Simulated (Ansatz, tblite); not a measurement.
## A script for Mg₂NCl (GFN1-xTB)

These are simulated results from tblite 0.8.0, not measurements. The cell began as a database structure and was relaxed with r2SCAN in plane waves (Ansatz 0.2.0). It may be hypothetical. All runs are without spin polarisation.

It is trigonal, R-3m (No. 166); conventional cell a = 3.293 Å, c = 17.814 Å, 13.94 Å³ an atom. Mg has 3 N at 2.15 Å and 3 Cl at 2.74 Å; N has 6 Mg at 2.15 Å; Cl has 6 Mg at 2.74 Å.

tblite solves periodic systems at the zone centre alone, so the script builds a cluster of 3×3×1 conventional cells (108 atoms), which folds in a coarse mesh of k points.

The script, run.py:

```python
import json
from ase import Atoms
from ase.build import make_supercell
from ase.units import Bohr, GPa, Hartree
from tblite.interface import Calculator

atoms = Atoms(['Mg', 'Mg', 'N', 'Cl'],
              cell=[[1.646613, 0.950672, 5.937962], [-1.646613, 0.950672, 5.937962], [0.0, -1.901344, 5.937962]],
              scaled_positions=[[0.22291, 0.22291, 0.22291], [0.77709, 0.77709, 0.77709], [0.5, 0.5, 0.5], [0.0, 0.0, 0.0]],
              pbc=True)
cluster = make_supercell(atoms, [[3, -3, 0], [0, 3, -3], [1, 1, 1]])
calc = Calculator('GFN1-xTB', cluster.numbers, cluster.positions / Bohr, lattice=cluster.cell[:] / Bohr, periodic=cluster.pbc)
calc.set('temperature', 0.02 / Hartree)
calc.set('max-iter', 150)
res = calc.singlepoint()
levels = res.get('orbital-energies') * Hartree
nv = round(res.get('orbital-occupations').sum() / 2)
cells = len(cluster) // len(atoms)
out = {'energy_per_cell': res.get('energy') * Hartree / cells, 'homo': levels[nv - 1], 'lumo': levels[nv],
       'stress': (-res.get('virial') * Hartree / cluster.get_volume() / GPa).tolist(), 'charges': res.get('charges')[:len(atoms)].tolist(), 'electrons': 2 * nv / cells}
json.dump(out, open('results.json', 'w'))
for key, value in out.items():
    print(key, value)
```

Command: `python run.py`. It took 7.5 s on 1 thread of AMD EPYC 9R45 96-Core Processor (Zen 5), with other jobs on the host, peak memory 0.14 GiB.

What it printed:

```
------------------------------------------------------------
  cycle        total energy    energy error   density error
------------------------------------------------------------
      1     -228.2155449729  -2.2773787E+02   1.2323005E+00
      2     -240.5200016749  -1.2304457E+01   3.2632312E-01
      3     -240.8394541185  -3.1945244E-01   3.5755868E-01
      4     -240.5620733098   2.7738081E-01   2.3215462E-01
      5     -241.3958470470  -8.3377374E-01   1.2002444E-01
      6     -241.2776781030   1.1816894E-01   1.1109057E-01
      7     -241.4430969605  -1.6541886E-01   6.1373983E-02
      8     -241.7056694613  -2.6257250E-01   3.1675134E-02
      9     -241.6465716212   5.9097840E-02   3.0466948E-02
     10     -241.6787683259  -3.2196705E-02   2.5283301E-02
     11     -241.7149928246  -3.6224499E-02   1.7760815E-02
     12     -241.7227593867  -7.7665621E-03   1.4245574E-02
     13     -241.7276851136  -4.9257269E-03   1.1946692E-02
     14     -241.7321724361  -4.4873225E-03   7.8909487E-03
     15     -241.7205947510   1.1577685E-02   1.0994419E-02
     16     -241.7314116080  -1.0816857E-02   5.8794326E-03
     17     -241.7342969848  -2.8853768E-03   3.2163400E-03
     18     -241.7352085376  -9.1155282E-04   1.5385028E-03
     19     -241.7354873608  -2.7882324E-04   5.1721280E-04
     20     -241.7355186450  -3.1284131E-05   1.7297767E-04
     21     -241.7355215566  -2.9115974E-06   8.4408688E-05
     22     -241.7355212639   2.9265840E-07   7.9229769E-05
     23     -241.7355220191  -7.5521373E-07   1.5320614E-05
------------------------------------------------------------

 total:                                   7.131 sec
energy_per_cell -243.62809649866975
homo -9.483924188382435
lumo -9.483923736903366
stress [[8.30464152793101, -1.879570281426041e-05, -6.609744346391054e-07], [-1.8795702814291738e-05, 8.304674886932178, -2.6809659280051676e-06], [-6.60974434614889e-07, -2.6809659280094e-06, 7.6465971077593045]]
charges [0.5958220484530704, 0.5958212476956222, -0.8039787987727638, -0.38767320901173924]
electrons 16.0
```

The cycle table is in hartree for the whole cluster, and the lines after it are in eV (the energy for one cell). The printed stress is in GPa and positive in compression, and the pressure is its mean diagonal.

GFN1-xTB gives no gap at the points read. On the same cell, plane-wave PBE (Ansatz, 10×10×10 k points and the special points) gives a gap of 2.44 eV and r2SCAN a gap of 3.12 eV; on shared hosts these took about 2.1 and 5.4 core-seconds on the 4-atom cell, against 7.5 for the script. Semilocal gaps usually lie below measured ones. This method closes a gap that PBE finds, a failure in kind.

The same script was run on cells scaled at fixed shape and fractional coordinates:

```tsv
volume (Å³/atom)	energy (meV/atom)	pressure (GPa, positive in compression)	gap (eV)
12.27	152.6	22.65	0.00
13.11	57.5	14.25	0.00
13.94	0.0	8.09	0.00
14.78	-29.7	3.51	0.00
15.62	-38.6	0.06	0.00
```

The minimum lies beyond the largest of these volumes.

xTB was fitted mostly to molecules, and a small cluster samples few k points, so gaps, pressures and kinks along a curve can be far from a solid's.
